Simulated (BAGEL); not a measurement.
# One shape, several levels: CH4B2F2 (SMILES BCB(F)F)

Wanted: a comparison of 4 runs (B3LYP/6-31G*, B3LYP/def2-SVP, PBE0/def2-SVP, RI-MP2/def2-SVP) of CH4B2F2. 

Program for the calculation: BAGEL 1.2.2.

## Step 1: The molecule

The species is CH4B2F2 (9 atoms), meant as a singlet with charge 0. SMILES: `BCB(F)F`. The shape is that of a GFN2-xTB optimisation.

Bond lengths: B1–C2 1.574 Å, C2–B3 1.572 Å, B3–F4 1.319 Å, B3–F5 1.319 Å, B1–H6 1.166 Å, B1–H7 1.167 Å, C2–H8 1.088 Å, C2–H9 1.089 Å. Some angles: B1–C2–B3 107.0°, C2–B3–F4 123.2°, C2–B3–F5 123.1°, F4–B3–F5 113.6°, B1–C2–H8 111.5°, B1–C2–H9 111.1°, B3–C2–H8 108.8°, B3–C2–H9 108.5°, C2–B1–H6 119.8°, C2–B1–H7 119.9°.

## Step 2: A single-point energy at B3LYP/6-31G(d) (density fitting with qzvpp-jkfit, spherical functions) (run 1)

File input.json:

```json
{ "bagel" : [

{
  "title" : "molecule",
  "basis" : "6-31gs.json",
  "df_basis" : "qzvpp-jkfit",
  "angstrom" : "true",
  "geometry" : [
    { "atom" : "B", "xyz" : [   -0.803290,    0.963750,   -0.424610 ] },
    { "atom" : "C", "xyz" : [   -0.451250,   -0.402530,    0.272350 ] },
    { "atom" : "B", "xyz" : [    1.108360,   -0.578850,    0.176750 ] },
    { "atom" : "F", "xyz" : [    1.705570,   -1.199440,   -0.822310 ] },
    { "atom" : "F", "xyz" : [    1.945200,   -0.090920,    1.071500 ] },
    { "atom" : "H", "xyz" : [   -0.779980,    1.952370,    0.194100 ] },
    { "atom" : "H", "xyz" : [   -1.060040,    0.987440,   -1.563270 ] },
    { "atom" : "H", "xyz" : [   -0.930500,   -1.241530,   -0.228020 ] },
    { "atom" : "H", "xyz" : [   -0.734070,   -0.390300,    1.323510 ] }
  ]
},
{
  "title" : "ks",
  "xc_func" : "b3lyp"
},
{
  "title" : "print",
  "file" : "orbitals.molden",
  "orbitals" : "true"
}

]}
```

The basis set 6-31G* is read from a file made from the Basis Set Exchange's data (not shown).

Command:

```
$ BAGEL_NUM_THREADS=1 BAGEL input.json > input.out
```

The program printed:

```text
* using 1 threads per process

  ===============================================================
  ===============================================================

  *** Geometry ***

  { "atom" : "B", "xyz" : [     -1.517998,      1.821224,     -0.802397 ] },
  { "atom" : "C", "xyz" : [     -0.852739,     -0.760671,      0.514667 ] },
  { "atom" : "B", "xyz" : [      2.094497,     -1.093868,      0.334009 ] },
  { "atom" : "F", "xyz" : [      3.223060,     -2.266613,     -1.553941 ] },
  { "atom" : "F", "xyz" : [      3.675895,     -0.171814,      2.024842 ] },
  { "atom" : "H", "xyz" : [     -1.473949,      3.689445,      0.366796 ] },
  { "atom" : "H", "xyz" : [     -2.003185,      1.865991,     -2.954152 ] },
  { "atom" : "H", "xyz" : [     -1.758390,     -2.346152,     -0.430895 ] },
  { "atom" : "H", "xyz" : [     -1.387191,     -0.737560,      2.501071 ] },

  Number of auxiliary basis functions:      451

  Since a DF basis is specified, we compute 2- and 3-index integrals:
    o Being stored without compression. Storage requirement is 0.022 GB

  Number of basis functions:       78
  Number of electrons      :       38

    * METHOD: MOLECULE                             0.20

  *** Kohn-Sham DFT ***

    * Removing 17529 points whose weight is below 1.00e-10
    * Grid points: 116625

  === Nuclear Repulsion ===
   149.8925735765

       - DIIS with orbital gradients will be used.

  === KS iteration (b3lyp / 6-31gs.json) ===
      0       -252.25623214          0.13440564           0.34
      1       -192.08845768          0.15943035           0.32
      2       -198.63166914          0.19241389           0.32
      3       -271.65204111          0.13830796           0.32
      4       -278.24697061          0.10690533           0.32
      5       -280.90767048          0.09888320           0.31
[... 14 lines of this table left out ...]
     20       -290.00809737          0.00000002           0.32
     21       -290.00809737          0.00000001           0.32
    * SCF iteration converged.

    * Permanent dipole moment:
           (    0.510408,     0.130933,    -0.139593) a.u.

    * METHOD: KS                                   7.66

    * METHOD: PRINT                                0.02

  ===============================================================
```

Run time: 8.1 s. Hardware: 1 thread of Arm Neoverse V1, shared host; peak memory 0.42 GiB.

## Step 3: The energy at B3LYP/def2-SVP (density fitting with qzvpp-jkfit) (run 2)

File dft.json:

```json
{ "bagel": [

{
  "title": "molecule",
  "basis": "svp",
  "df_basis": "qzvpp-jkfit",
  "angstrom": true,
  "geometry": [
    { "atom": "B", "xyz": [      -0.803290,       0.963750,      -0.424610 ] },
    { "atom": "C", "xyz": [      -0.451250,      -0.402530,       0.272350 ] },
    { "atom": "B", "xyz": [       1.108360,      -0.578850,       0.176750 ] },
    { "atom": "F", "xyz": [       1.705570,      -1.199440,      -0.822310 ] },
    { "atom": "F", "xyz": [       1.945200,      -0.090920,       1.071500 ] },
    { "atom": "H", "xyz": [      -0.779980,       1.952370,       0.194100 ] },
    { "atom": "H", "xyz": [      -1.060040,       0.987440,      -1.563270 ] },
    { "atom": "H", "xyz": [      -0.930500,      -1.241530,      -0.228020 ] },
    { "atom": "H", "xyz": [      -0.734070,      -0.390300,       1.323510 ] }
  ]
},

{ "title": "ks", "xc_func": "b3lyp" },

{ "title": "print", "file": "orbitals.molden", "orbitals": true }

]}
```

Command:

```
$ BAGEL_NUM_THREADS=1 BAGEL dft.json > dft.out
```

The program printed:

```text
* using 1 threads per process

  ===============================================================
  ===============================================================

  *** Geometry ***

  { "atom" : "B", "xyz" : [     -1.517998,      1.821224,     -0.802397 ] },
  { "atom" : "C", "xyz" : [     -0.852739,     -0.760671,      0.514667 ] },
  { "atom" : "B", "xyz" : [      2.094497,     -1.093868,      0.334009 ] },
  { "atom" : "F", "xyz" : [      3.223060,     -2.266613,     -1.553941 ] },
  { "atom" : "F", "xyz" : [      3.675895,     -0.171814,      2.024842 ] },
  { "atom" : "H", "xyz" : [     -1.473949,      3.689445,      0.366796 ] },
  { "atom" : "H", "xyz" : [     -2.003185,      1.865991,     -2.954152 ] },
  { "atom" : "H", "xyz" : [     -1.758390,     -2.346152,     -0.430895 ] },
  { "atom" : "H", "xyz" : [     -1.387191,     -0.737560,      2.501071 ] },

  Number of auxiliary basis functions:      451

  Since a DF basis is specified, we compute 2- and 3-index integrals:
    o Being stored without compression. Storage requirement is 0.029 GB

  Number of basis functions:       90
  Number of electrons      :       38

    * METHOD: MOLECULE                             0.21

  *** Kohn-Sham DFT ***

    * Removing 17529 points whose weight is below 1.00e-10
    * Grid points: 116625

  === Nuclear Repulsion ===
   149.8925735765

       - DIIS with orbital gradients will be used.

  === KS iteration (b3lyp / svp) ===
      0       -252.89206830          0.11894130           0.38
      1       -188.95444594          0.15442901           0.36
      2       -198.50704045          0.18799173           0.36
      3       -271.49773184          0.11871031           0.36
      4       -282.65246782          0.06082526           0.36
      5       -289.56986968          0.02169736           0.36
      6       -289.62880448          0.01719030           0.36
      7       -289.78442124          0.00436392           0.36
      8       -289.79633144          0.00195333           0.36
      9       -289.79801186          0.00064411           0.36
     10       -289.79818360          0.00013919           0.36
     11       -289.79818960          0.00008698           0.36
     12       -289.79819345          0.00000902           0.36
     13       -289.79819348          0.00000507           0.36
     14       -289.79819349          0.00000133           0.36
     15       -289.79819350          0.00000030           0.36
     16       -289.79819350          0.00000014           0.36
     17       -289.79819350          0.00000004           0.36
     18       -289.79819350          0.00000004           0.36
     19       -289.79819350          0.00000001           0.36
    * SCF iteration converged.

    * Permanent dipole moment:
           (    0.561972,     0.122415,    -0.141058) a.u.

    * METHOD: KS                                   7.92

    * METHOD: PRINT                                0.02

  ===============================================================
```

Wall time 8.4 s (1 thread of Arm Neoverse V1, shared host); peak memory 0.47 GiB.

## Step 4: The energy at PBE0/def2-SVP (density fitting with qzvpp-jkfit) (run 3)

File input.json:

```json
{ "bagel": [

{
  "title": "molecule",
  "basis": "svp",
  "df_basis": "qzvpp-jkfit",
  "angstrom": true,
  "geometry": [
    { "atom": "B", "xyz": [   -0.803290,    0.963750,   -0.424610 ] },
    { "atom": "C", "xyz": [   -0.451250,   -0.402530,    0.272350 ] },
    { "atom": "B", "xyz": [    1.108360,   -0.578850,    0.176750 ] },
    { "atom": "F", "xyz": [    1.705570,   -1.199440,   -0.822310 ] },
    { "atom": "F", "xyz": [    1.945200,   -0.090920,    1.071500 ] },
    { "atom": "H", "xyz": [   -0.779980,    1.952370,    0.194100 ] },
    { "atom": "H", "xyz": [   -1.060040,    0.987440,   -1.563270 ] },
    { "atom": "H", "xyz": [   -0.930500,   -1.241530,   -0.228020 ] },
    { "atom": "H", "xyz": [   -0.734070,   -0.390300,    1.323510 ] }
  ]
},
{
  "title": "ks",
  "xc_func": "pbe0"
},
{
  "title": "print",
  "file": "orbitals.molden",
  "orbitals": true
}

]}
```

Command:

```
$ BAGEL_NUM_THREADS=1 BAGEL input.json > input.out
```

The program printed:

```text
* using 1 threads per process

  ===============================================================
  ===============================================================

  *** Geometry ***

  { "atom" : "B", "xyz" : [     -1.517998,      1.821224,     -0.802397 ] },
  { "atom" : "C", "xyz" : [     -0.852739,     -0.760671,      0.514667 ] },
  { "atom" : "B", "xyz" : [      2.094497,     -1.093868,      0.334009 ] },
  { "atom" : "F", "xyz" : [      3.223060,     -2.266613,     -1.553941 ] },
  { "atom" : "F", "xyz" : [      3.675895,     -0.171814,      2.024842 ] },
  { "atom" : "H", "xyz" : [     -1.473949,      3.689445,      0.366796 ] },
  { "atom" : "H", "xyz" : [     -2.003185,      1.865991,     -2.954152 ] },
  { "atom" : "H", "xyz" : [     -1.758390,     -2.346152,     -0.430895 ] },
  { "atom" : "H", "xyz" : [     -1.387191,     -0.737560,      2.501071 ] },

  Number of auxiliary basis functions:      451

  Since a DF basis is specified, we compute 2- and 3-index integrals:
    o Being stored without compression. Storage requirement is 0.029 GB

  Number of basis functions:       90
  Number of electrons      :       38

    * METHOD: MOLECULE                             0.21

  *** Kohn-Sham DFT ***

    * Removing 17529 points whose weight is below 1.00e-10
    * Grid points: 116625

  === Nuclear Repulsion ===
   149.8925735765

       - DIIS with orbital gradients will be used.

  === KS iteration (pbe0 / svp) ===
      0       -252.58656772          0.11875167           0.36
      1       -190.79603057          0.15491048           0.35
      2       -200.39724391          0.18304387           0.35
      3       -273.37604348          0.11373495           0.35
      4       -282.99283493          0.05662817           0.34
      5       -289.30266814          0.01887932           0.35
      6       -289.40007401          0.01238965           0.35
      7       -289.47321364          0.00231461           0.34
      8       -289.47525708          0.00129452           0.35
      9       -289.47614235          0.00025578           0.35
     10       -289.47617439          0.00007035           0.34
     11       -289.47617615          0.00004085           0.35
     12       -289.47617703          0.00000578           0.35
     13       -289.47617704          0.00000217           0.35
     14       -289.47617705          0.00000060           0.35
     15       -289.47617705          0.00000015           0.35
     16       -289.47617705          0.00000007           0.35
     17       -289.47617705          0.00000003           0.35
     18       -289.47617705          0.00000002           0.35
     19       -289.47617705          0.00000000           0.35
    * SCF iteration converged.

    * Permanent dipole moment:
           (    0.577368,     0.121040,    -0.142419) a.u.

    * METHOD: KS                                   7.66

    * METHOD: PRINT                                0.02

  ===============================================================
```

It took 8.1 s on 1 thread of Arm Neoverse V1, shared host; peak memory 0.47 GiB.

## Step 5: The energy at RI-MP2/def2-SVP (density fitting with qzvpp-jkfit) (run 4)

File job.json:

```json
{ "bagel" : [

{
  "title" : "molecule",
  "basis" : "svp",
  "df_basis" : "qzvpp-jkfit",
  "angstrom" : "true",
  "geometry" : [
    { "atom" : "B", "xyz" : [   -0.803290,    0.963750,   -0.424610 ] },
    { "atom" : "C", "xyz" : [   -0.451250,   -0.402530,    0.272350 ] },
    { "atom" : "B", "xyz" : [    1.108360,   -0.578850,    0.176750 ] },
    { "atom" : "F", "xyz" : [    1.705570,   -1.199440,   -0.822310 ] },
    { "atom" : "F", "xyz" : [    1.945200,   -0.090920,    1.071500 ] },
    { "atom" : "H", "xyz" : [   -0.779980,    1.952370,    0.194100 ] },
    { "atom" : "H", "xyz" : [   -1.060040,    0.987440,   -1.563270 ] },
    { "atom" : "H", "xyz" : [   -0.930500,   -1.241530,   -0.228020 ] },
    { "atom" : "H", "xyz" : [   -0.734070,   -0.390300,    1.323510 ] }
  ]
},
{
  "title" : "hf"
},
{
  "title" : "mp2",
  "ncore" : 5
}

]}
```

Command:

```
$ BAGEL_NUM_THREADS=1 BAGEL job.json > job.out
```

The program printed:

```text
* using 1 threads per process

  ===============================================================
  ===============================================================

  *** Geometry ***

  { "atom" : "B", "xyz" : [     -1.517998,      1.821224,     -0.802397 ] },
  { "atom" : "C", "xyz" : [     -0.852739,     -0.760671,      0.514667 ] },
  { "atom" : "B", "xyz" : [      2.094497,     -1.093868,      0.334009 ] },
  { "atom" : "F", "xyz" : [      3.223060,     -2.266613,     -1.553941 ] },
  { "atom" : "F", "xyz" : [      3.675895,     -0.171814,      2.024842 ] },
  { "atom" : "H", "xyz" : [     -1.473949,      3.689445,      0.366796 ] },
  { "atom" : "H", "xyz" : [     -2.003185,      1.865991,     -2.954152 ] },
  { "atom" : "H", "xyz" : [     -1.758390,     -2.346152,     -0.430895 ] },
  { "atom" : "H", "xyz" : [     -1.387191,     -0.737560,      2.501071 ] },

  Number of auxiliary basis functions:      451

  Since a DF basis is specified, we compute 2- and 3-index integrals:
    o Being stored without compression. Storage requirement is 0.029 GB

  Number of basis functions:       90
  Number of electrons      :       38

    * METHOD: MOLECULE                             0.21

  *** RHF ***

  === Nuclear Repulsion ===
   149.8925735765

      * DIIS with orbital gradients will be used.

  === RHF iteration (svp) ===
      0       -288.12151622          0.01820809           0.05
      1       -288.28667636          0.01018840           0.05
      2       -288.33951222          0.00145656           0.05
      3       -288.34095448          0.00047969           0.05
      4       -288.34108935          0.00009024           0.05
      5       -288.34109872          0.00002321           0.05
      6       -288.34109938          0.00000662           0.05
      7       -288.34109942          0.00000135           0.05
      8       -288.34109942          0.00000034           0.05
      9       -288.34109942          0.00000014           0.05
     10       -288.34109942          0.00000006           0.05
     11       -288.34109942          0.00000002           0.05
     12       -288.34109942          0.00000001           0.05
    * SCF iteration converged.

    * Permanent dipole moment:
           (    0.709836,     0.045992,    -0.117898) a.u.

    * METHOD: HF                                   0.85

  *** RHF ***

  === Nuclear Repulsion ===
   149.8925735765

      * DIIS with orbital gradients will be used.

  === RHF iteration (svp) ===
      0       -288.34109942          0.00000000           0.05
    * SCF iteration converged.

    * Permanent dipole moment:
           (    0.709836,     0.045992,    -0.117898) a.u.

  === DF-MP2 calculation ===

    * freezing 5 orbitals
    * 3-index integral transformation done
    * assembly done

      MP2 correlation energy:   -0.6686211161      0.05

      MP2 total energy:       -289.0097205369

    * METHOD: MP2                                  0.18

  ===============================================================
```

Run time: 1.4 s. Hardware: 1 thread of Arm Neoverse V1, shared host; peak memory 0.12 GiB.

## Step 6: All runs side by side

```
run                                                                 level  frozen core orbitals  energy (Eh)  dipole moment (D)  HOMO energy (eV)  LUMO energy (eV)  wall time
  1  B3LYP/6-31G* (density fitting with qzvpp-jkfit, spherical functions)                     –  -290.008097               1.39             -9.15             -1.68      8.1 s
  2                     B3LYP/def2-SVP (density fitting with qzvpp-jkfit)                     –  -289.798194               1.51             -9.29             -1.99      8.4 s
  3                      PBE0/def2-SVP (density fitting with qzvpp-jkfit)                     –  -289.476177               1.54             -9.50             -1.80      8.1 s
  4                    RI-MP2/def2-SVP (density fitting with qzvpp-jkfit)                     5  -289.009721                  –                 –                 –      1.4 s
```

## Step 7: What came out

| quantity | value |
| --- | --- |
| run 4: total energy | -289.00972 Eh |
| run 4: correlation energy (5 core orbitals frozen) | -668.6 mEh |

In words: Over runs 1, 2, 3 the dipole moment (its size) runs from 1.39 D (B3LYP/6-31G*) to 1.54 D (PBE0/def2-SVP). The two ends differ in method and basis. Over runs 1, 2, 3 the HOMO–LUMO gap runs from 7.29 eV (B3LYP/def2-SVP) to 7.71 eV (PBE0/def2-SVP). Totals of different functionals can't be ranked against each other. All runs together took 26 s, the longest 8.4 s.
